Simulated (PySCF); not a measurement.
# C10H24Se2Si (Me2Si(SeBu)2): the cost of one run

Programs: PySCF 2.14.0, with routines of our own; each step states its level. All values are computed. Atoms count from 0.

## Step 1: The starting structure

37 atoms, charge 0, multiplicity 1; geometry from: GFN2-xTB.

## Step 2: NMR shifts: GIAO KT3/pcSseg-1

The job: settings as JSON, then the geometry in Å.

```
{"job": {"kind": "nmr", "xc": "KT3", "basis": "pcSseg-1", "pop": false}, "charge": 0, "multiplicity": 1}
C      5.072252     1.473588     0.046376
C      3.611273     1.582381     0.462401
C      2.698546     0.856013    -0.523344
C      1.241989     1.013064    -0.134954
Se     0.038243    -0.044800    -1.297456
Si    -0.143091    -1.913026     0.072406
C      1.559685    -2.624116     0.561830
C     -1.153531    -3.191033    -0.918954
Se    -1.143101    -1.347085     2.095252
C     -2.258751     0.169755     1.492903
C     -3.364902    -0.255985     0.548790
C     -4.251771     0.918669     0.132062
C     -3.527690     1.920172    -0.760089
H      5.374647     0.430401    -0.007133
H      5.221457     1.923711    -0.932153
H      5.716003     1.981965     0.759457
H      3.479306     1.152869     1.458577
H      3.323610     2.634849     0.516397
H      2.850167     1.256307    -1.528715
H      2.963343    -0.203431    -0.547297
H      1.063679     0.680383     0.889372
H      0.919916     2.050792    -0.231920
H      2.152826    -2.867083    -0.313335
H      1.419068    -3.531519     1.140064
H      2.120328    -1.927050     1.177044
H     -2.123248    -2.799716    -1.208868
H     -1.314373    -4.084629    -0.325831
H     -0.624571    -3.470994    -1.823696
H     -2.661230     0.608209     2.407147
H     -1.581837     0.882661     1.021923
H     -2.922185    -0.697826    -0.348506
H     -3.978074    -1.018803     1.035283
H     -5.112172     0.519813    -0.410004
H     -4.629598     1.425715     1.023123
H     -3.077738     1.413743    -1.611574
H     -2.740899     2.436242    -0.216678
H     -4.224723     2.667647    -1.131046
```

Method: GIAO KT3/pcSseg-1 NMR shielding, non-relativistic, gas phase.

On the command line:

```console
> OMP_NUM_THREADS=1 python large_run.py task.json out
```

The driver reads the jobs from task.json and runs them one after another.

**Question.** How long does this job take on 1 thread of Arm Neoverse V1, shared host, and how much memory does it need?

About 44 s, with a peak of 0.59 GiB.
